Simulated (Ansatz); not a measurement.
# GePt2: the cost of one run

Computed with Ansatz 0.2.0 (DFT r2SCAN, scalar-relativistic, plane waves, PAW, unless a step's input says otherwise).

## 1. The structure to begin with

It takes space group P-62m (No. 189, hexagonal). Conventional cell: a = 6.744 Å, b = 6.744 Å, c = 3.541 Å, α = 90.00°, β = 90.00°, γ = 120.00°. Ge (site symmetry -6) has 9 Pt at 2.44 to 2.76 Å as nearest neighbours. Ge (site symmetry -62m) has 9 Pt at 2.55 to 2.60 Å as nearest neighbours. Pt (site symmetry m2m) is surrounded by 5 Ge at 2.55 to 2.76 Å and 6 Pt at 2.89 to 2.90 Å. Pt (site symmetry m2m) is surrounded by 4 Ge at 2.44 to 2.60 Å.

Structure file:

```cif
data_structure
_symmetry_space_group_name_H-M 'P 1'
_symmetry_Int_Tables_number 1
_cell_length_a 6.7440
_cell_length_b 6.7440
_cell_length_c 3.5410
_cell_angle_alpha 90.000
_cell_angle_beta 90.000
_cell_angle_gamma 120.000
_cell_volume 139.47
loop_
_atom_site_label
_atom_site_type_symbol
_atom_site_fract_x
_atom_site_fract_y
_atom_site_fract_z
_atom_site_occupancy
Ge1 Ge 0.66667 0.33333 0.00000 1
Ge2 Ge 0.33333 0.66667 0.00000 1
Ge3 Ge 0.00000 0.00000 0.50000 1
Pt1 Pt 0.62181 0.00000 0.50000 1
Pt2 Pt 0.37819 0.37819 0.50000 1
Pt3 Pt 0.00000 0.62181 0.50000 1
Pt4 Pt 0.00000 0.28307 0.00000 1
Pt5 Pt 0.71693 0.71693 0.00000 1
Pt6 Pt 0.28307 0.00000 0.00000 1
```

Source of the structure: the Materials Project (structure only).

(A quick probe on a coarse mesh, which set the mesh and smearing, is not shown.)

## 3. Full relaxation

File input.yaml:

```yaml
crystal:
  lattice:
    - [6.7439868524, 0.0, 0.0]
    - [-3.3719934262, 5.840463937, 0.0]
    - [0.0, 0.0, 3.54096268]
  atoms:
    - { symbol: Ge, position: [0.66666667, 0.33333333, 0.0] }
    - { symbol: Ge, position: [0.33333333, 0.66666667, 0.0] }
    - { symbol: Ge, position: [0.0, 0.0, 0.5] }
    - { symbol: Pt, position: [0.6218124, 0.0, 0.5] }
    - { symbol: Pt, position: [0.3781876, 0.3781876, 0.5] }
    - { symbol: Pt, position: [0.0, 0.6218124, 0.5] }
    - { symbol: Pt, position: [0.0, 0.28307249, 0.0] }
    - { symbol: Pt, position: [0.71692751, 0.71692751, 0.0] }
    - { symbol: Pt, position: [0.28307249, 0.0, 0.0] }
basis:
  ecutwfc: 500
kpoints:
  mp_grid: { grid: [6, 6, 10] }
hamiltonian:
  xc: r2scan
scf:
  occupations: { method: gaussian, width: 0.1 }
output:
  forces: true
  stress: true
  eigenvalues: true
relax:
  adjacent_minimum: "off"
  f_tol: 0.005
  max_steps: 80
  cell: { stress_tol: 0.05 }
```

Launch:

```bash
> ansatz run input.yaml --threads 2 --pin off --max-ram 5120MiB --backend cpu --events-out ev --progress --plain --runs-dir out
```

What time and memory should one allow on 2 threads of Intel Xeon at 2.50GHz (Skylake/Cascade Lake), shared host?

About 7.5 min, with a peak of 0.99 GiB.
